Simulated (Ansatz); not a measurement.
Cd2S:

```
CELL_PARAMETERS angstrom
3.96267 0.00000 0.00000
-1.98134 3.43177 0.00000
0.00000 0.00000 5.80919
ATOMIC_POSITIONS crystal
Cd 0.33333 0.66667 0.93272
Cd 0.66667 0.33333 0.57873
S 0.33333 0.66667 0.36571
```

The cell comes from a database or a generator and needn't be the stable form of this composition.

| Quantity | Value |
| --- | --- |
| Program | Ansatz 0.2.0 |
| Task | relaxation of cell and atoms |
| Functional | PBE |
| Dispersion | D4 |
| Potentials or basis | Ansatz PAW |
| Cutoff | 420 eV (not typed: the program's choice for these potentials) |
| k mesh | 8 × 8 × 5 |
| Occupations | fermi-dirac, width 0.05 eV |
| Spin | no spin polarisation |

At the start: volume 26.33 Å³/atom.

Problem. How do energy, volume and symmetry change on relaxing?

Solution. It ends after 5 steps and the volume is 24.83 Å³/atom (-5.7 %); space group P3m1 (No. 156, to 0.05 Å).

The path:
```
step  energy change (eV)  largest force (eV/Å)  volume (Å³)
   1              0.0000                0.0887        79.00
   2             -0.0263                0.2172        73.87
   3             -0.0319                0.0279        74.58
   4             -0.0320                0.0029        74.49
   5             -0.0308                0.0028        74.49
```

Final structure:
```cif
data_structure
_symmetry_space_group_name_H-M 'P 1'
_symmetry_Int_Tables_number 1
_cell_length_a 3.8540
_cell_length_b 3.8540
_cell_length_c 5.7906
_cell_angle_alpha 90.000
_cell_angle_beta 90.000
_cell_angle_gamma 120.000
_cell_volume 74.49
loop_
_atom_site_label
_atom_site_type_symbol
_atom_site_fract_x
_atom_site_fract_y
_atom_site_fract_z
_atom_site_occupancy
Cd1 Cd 0.33333 0.66667 0.93422 1
Cd2 Cd 0.66667 0.33333 0.58098 1
S1 S 0.33333 0.66667 0.36195 1
```

Caveat: the plane-wave basis is chosen anew once the cell has moved, so the energies of steps on either side of that aren't comparable.
